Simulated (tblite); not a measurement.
# C7H15OPSi: the cost of one run

Programs: tblite 0.8.0 and PySCF 2.14.0, with density-fitted response routines of our own. Each step states its level of theory. These are calculated values for one molecule, in the gas phase or a continuum, unless marked as measured. Atoms are numbered from 0 throughout.

### Step 1. The starting structure

25 atoms, charge 0, multiplicity 1; geometry from: force field or distance geometry start.

Bonds of the start (Å): C0–C1 1.52, C1–O2 1.23, C1–C3 1.52, C3–P4 1.87, P4–C5 1.86, C5–Si6 1.86, P4–C7 1.83, C7–C8 1.51, C8–C9 1.49, C9–C7 1.51, C0–H10 1.09, C0–H11 1.08, C0–H12 1.11, C3–H13 1.09, C3–H14 1.10, C5–H15 1.08, C5–H16 1.09, Si6–H17 1.49, Si6–H18 1.48, Si6–H19 1.48, C7–H20 1.09, C8–H21 1.09, C8–H22 1.10, C9–H23 1.08, C9–H24 1.08.

### Step 2. Relaxing the molecule with GFN2-xTB

Job settings and geometry (Å):

```
{"job": {"kind": "relax", "xc": "GFN2-xTB", "basis": "xTB"}, "charge": 0, "multiplicity": 1}
C      2.862600    -1.191300     0.540300
C      2.132800    -0.788400    -0.733800
O      2.313400    -1.422200    -1.769400
C      1.214600     0.418900    -0.667600
P     -0.293000     0.301300     0.438500
C     -1.258100     1.772500    -0.151400
Si    -0.662300     3.323300     0.682400
C     -1.193400    -1.015700    -0.459100
C     -2.336900    -1.683000     0.256700
C     -1.055000    -2.424200     0.058400
H      3.347800    -0.317300     0.970400
H      3.611200    -1.942600     0.311900
H      2.140700    -1.610900     1.266400
H      0.896000     0.625700    -1.687300
H      1.822500     1.273000    -0.340200
H     -1.191400     1.868900    -1.225200
H     -2.307700     1.621100     0.101700
H     -0.817200     3.238100     2.162800
H      0.768400     3.574400     0.374200
H     -1.438500     4.489400     0.208400
H     -1.297800    -0.888700    -1.533500
H     -3.200400    -1.985800    -0.331000
H     -2.587900    -1.364400     1.276900
H     -0.448100    -2.624600     0.928600
H     -1.033400    -3.223400    -0.669800
```

On the command line:

```bash
> OMP_NUM_THREADS=1 python probes_run.py task.json out
```

The driver reads the jobs from task.json and runs them one after another.

Q: Estimate the wall time and peak memory of this first job on 1 thread of Arm Neoverse V2, shared host.

About 1.2 s, with a peak of 0.18 GiB.
